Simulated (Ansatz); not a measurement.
# ZrH2 (singlet): trial inputs and their diagnosis at angle H2–Zr1–H3 = 125.1°

4 inputs are run for ZrH2 (singlet) as typed; the log has to tell whether the result can be used and what must change.

Program: Ansatz 0.2.0, Gaussian basis. Level of theory: the settings change from run to run. These are calculated values, not measurements.

21 further runs of the same task are left out: 14 for a known fault of the program, 5 that didn't finish, 2 set aside as unsound or not needed.

## 1. The system

The geometry derives from a PBE0/def2-TZVP stationary point (not a proven minimum). One angle is set to the value named; bond lengths are kept. No spin-orbit coupling is included. Elements past krypton take def2 core potentials.

3 atoms, charge 0, spin multiplicity 1.

Atoms are counted from 1 here; the program's logs count them from 0.

Bond lengths: Zr1–H2 1.929 Å, Zr1–H3 1.929 Å. Angles: H2–Zr1–H3 125.1°.

## 2. Try 1

Contents of in.yaml:

```yaml
crystal:
  periodic: [false, false, false]
  atoms:
    - {symbol: Zr, position_ang: [-0.019223, 0.000000, 0.000000]}
    - {symbol: H, position_ang: [0.869904, 0.000000, -1.711643]}
    - {symbol: H, position_ang: [0.869904, 0.000000, 1.711643]}
basis:
  gaussian: {orbitals: def2-SVP}
magnetization: {spin_polarized: true, initial_magnetization: 1}
correlation: {method: ccsd, electrons: outside_noble_gas}
accuracy: high
output: {forces: true}
```

Run with:

```
$ ansatz run in.yaml --threads 1 --pin off --events-out ev --progress --plain --max-ram 2393MiB
```

Standard output:

```text
Error: a molecule whose nuclei and cores have a total charge of 14 cannot have a net charge of 0 together with 1 unpaired electrons
```

Run time: 0.13 s. Hardware: 1 thread of Intel Xeon at 2.50GHz, shared host.

What is wrong: The run was refused. The number of unpaired electrons doesn't fit the electron count. Cure: make charge and initial_magnetization agree.

## 3. Try 2

Contents of in.yaml:

```yaml
crystal:
  periodic: [false, false, false]
  atoms:
    - {symbol: Zr, position_ang: [-0.019223, 0.000000, 0.000000]}
    - {symbol: H, position_ang: [0.869904, 0.000000, -1.711643]}
    - {symbol: H, position_ang: [0.869904, 0.000000, 1.711643]}
basis:
  gaussian: {orbitals: def2-TZVP}
hamiltonian: {xc: r2scan}
correlation: {method: sc_nevpt2, electrons: valence, active_space: {window: {electrons: 2, orbitals: 2}}}
scf: {lower_state_search: full}
```

Same command.

Standard output:

```text
Error: invalid value for `correlation.active_space`: it starts from restricted Hartree–Fock orbitals; set hamiltonian.xc: hf without magnetization.spin_polarized
```

Wall time 0.1 s (1 thread of Intel Xeon at 2.50GHz, shared host).

What is wrong: The run was refused. An active space is asked on a functional's orbitals. Cure: start from Hartree-Fock.

## 4. Try 3

Contents of in.yaml:

```yaml
crystal:
  periodic: [false, false, false]
  atoms:
    - {symbol: Zr, position_ang: [-0.019223, 0.000000, 0.000000]}
    - {symbol: H, position_ang: [0.869904, 0.000000, -1.711643]}
    - {symbol: H, position_ang: [0.869904, 0.000000, 1.711643]}
basis:
  gaussian: {orbitals: def2-mTZVP, point_charges: [{charge: 1.00, position_ang: [5.223, 0.449, 0.894]}]}
magnetization: {spin_polarized: true, initial_magnetization: 0}
correlation: {method: ccsd_t, electrons: outside_noble_gas, diis_vectors: 12}
nroots: 3
```

The command is unchanged.

Standard output:

```text
Error: YAML parse error: error: line 11 column 1: unknown field `nroots`, expected one of crystal, accuracy, basis, kpoints, hamiltonian, magnetization, projection, total_charge, correlation, batch, efield, external_charges, scf, relax, neb, saddle, md, ramp, phonons, dielectric, real_time, elastic, magnetic_configurations, gw, evaluate, workflow, output, checkpoint, execution
  --> <input>:11:1
   |
 9 | magnetization: {spin_polarized: true, initial_magnetization: 0}
10 | correlation: {method: ccsd_t, electrons: outside_noble_gas, diis_…
11 | nroots: 3
   | ^ unknown field `nroots`, expected one of crystal, accuracy, basis, kpoints, hamiltonian, magnetization, projection, total_charge, correlation, batch, efield, external_charges, scf, relax, neb, saddle, md, ramp, phonons, dielectric, real_time, elastic, magnetic_configurations, gw, evaluate, workflow, output, checkpoint, execution
```

Run time: 0.08 s. Hardware: 1 thread of Intel Xeon at 2.50GHz, shared host.

**Diagnosis.** The run was refused. The input holds a key that the program doesn't read here. To mend it, remove it or spell it as the reference does.

## 5. Try 4

Contents of in.yaml:

```yaml
crystal:
  periodic: [false, false, false]
  atoms:
    - {symbol: Zr, position_ang: [-0.019223, 0.000000, 0.000000]}
    - {symbol: H, position_ang: [0.869904, 0.000000, -1.711643]}
    - {symbol: H, position_ang: [0.869904, 0.000000, 1.711643]}
basis:
  gaussian: {orbitals: def2-SVP}
magnetization: {spin_polarized: false}
hamiltonian: {xc: {name: B3LYP}}
correlation: {method: ccsd, electrons: outside_noble_gas}
scf: {lower_state_search: off}
multiplicity: 3
```

Same command.

Standard output:

```text
Error: YAML parse error: error: line 13 column 1: unknown field `multiplicity`, expected one of crystal, accuracy, basis, kpoints, hamiltonian, magnetization, projection, total_charge, correlation, batch, efield, external_charges, scf, relax, neb, saddle, md, ramp, phonons, dielectric, real_time, elastic, magnetic_configurations, gw, evaluate, workflow, output, checkpoint, execution
  --> <input>:13:1
   |
11 | correlation: {method: ccsd, electrons: outside_noble_gas}
12 | scf: {lower_state_search: off}
13 | multiplicity: 3
   | ^ unknown field `multiplicity`, expected one of crystal, accuracy, basis, kpoints, hamiltonian, magnetization, projection, total_charge, correlation, batch, efield, external_charges, scf, relax, neb, saddle, md, ramp, phonons, dielectric, real_time, elastic, magnetic_configurations, gw, evaluate, workflow, output, checkpoint, execution
```

Wall time 0.04 s (1 thread of Intel Xeon at 2.50GHz, shared host).

Diagnosis: The run was refused. The input holds a key that the program doesn't read here. To mend it, remove it or spell it as the reference does.

## 6. Summary

```tsv
try	level	ended	cause	time
1	CCSD on UHF/def2-SVP	refused	the number of unpaired electrons doesn't fit the electron count	0.13 s
2	NEVPT2(2,2)/def2-TZVP	refused	an active space is asked on a functional's orbitals	0.1 s
3	CCSD(T) on UHF/def2-mTZVP	refused	the input holds a key that the program doesn't read here	0.08 s
4	CCSD/def2-SVP	refused	the input holds a key that the program doesn't read here	0.04 s
```

4 refused.
